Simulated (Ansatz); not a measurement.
**ReBi (zincblende): equation of state and elastic constants**

Aim: the bulk modulus of ReBi (zincblende) from energies at several volumes around the relaxed one, then the elastic tensor. The cell was built by placing the elements on the sites of a structure type; the runs don't test whether it is the stable form.

Program: Ansatz 0.2.0. Level of theory: DFT PBEsol, scalar-relativistic, plane waves, PAW. These are calculated values, not measurements.

1 further run of the same task is left out (set aside as unsound or not needed).

**1. The structure to begin with**

Symmetry: F-43m, No. 216, cubic system. Conventional cell: a = 6.135 Å, b = 6.135 Å, c = 6.135 Å, α = 90.00°, β = 90.00°, γ = 90.00°. Re (site symmetry -43m) is surrounded by 4 Bi at 2.66 Å. Around Bi (site symmetry -43m) lie 4 Re at 2.66 Å.

Structure file:

```cif
data_structure
_symmetry_space_group_name_H-M 'P 1'
_symmetry_Int_Tables_number 1
_cell_length_a 4.3384
_cell_length_b 4.3384
_cell_length_c 4.3384
_cell_angle_alpha 60.000
_cell_angle_beta 60.000
_cell_angle_gamma 60.000
_cell_volume 57.74
loop_
_atom_site_label
_atom_site_type_symbol
_atom_site_fract_x
_atom_site_fract_y
_atom_site_fract_z
_atom_site_occupancy
Re1 Re 0.00000 0.00000 0.00000 1
Bi1 Bi 0.25000 0.25000 0.25000 1
```

An earlier run at PBEsol left this cell at 28.870 Å³/atom and -0.08 GPa (10×10×10 mesh).

Volume factors to run: 0.980, 1.020, 0.960, 1.040.

**2. Scaling the volume by 0.980**

Input file input.yaml:

```yaml
crystal:
  lattice:
    - [0.0, 3.0471312303, 3.0471312303]
    - [3.0471312303, 0.0, 3.0471312303]
    - [3.0471312303, 3.0471312303, 0.0]
  atoms:
    - { symbol: Re, position: [0.0, 0.0, 0.0] }
    - { symbol: Bi, position: [0.25, 0.25, 0.25] }
basis:
  ecutwfc: 420
  ecutrho_ratio: 4
kpoints:
  mp_grid: { grid: [10, 10, 10] }
hamiltonian:
  xc: pbesol
scf:
  occupations: { method: gaussian, width: 0.05 }
output:
  forces: true
  stress: true
  eigenvalues: true
```

Run with:

```console
ansatz run input.yaml --threads 4 --pin off --max-ram 4096MiB --backend cpu --events-out ev --progress --plain --runs-dir out
```

Further steps of the session: Scaling the volume by 1.020; At 0.960 of the relaxed volume; Scaling the volume by 1.040; The elastic tensor from strained cells.

Before running it: what results should come out? Wanted: V0; B0; B0′; scatter of the fit; C11, C12, C44.

**Answer**, as computed:

| quantity | value |
| --- | --- |
| V0 | 28.837 Å³/atom |
| B0 | 90 GPa |
| B0′ | 4.6 |
| scatter of the fit | 0.002 meV/atom |
| C11, C12, C44 | 80, 95, -38 GPa |

What this shows: A third-order Birch–Murnaghan fit puts the minimum at 28.84 Å³/atom with a bulk modulus of 90 GPa. One per cent of compression takes about 0.90 GPa. The tensor has a negative eigenvalue (-38 GPa), so the cell is mechanically unstable at this level. These are values at 0 K without zero-point motion. Spin–orbit coupling is left out, though the cell holds Bi; in elements this heavy it can shift levels and gaps by tenths of an eV.
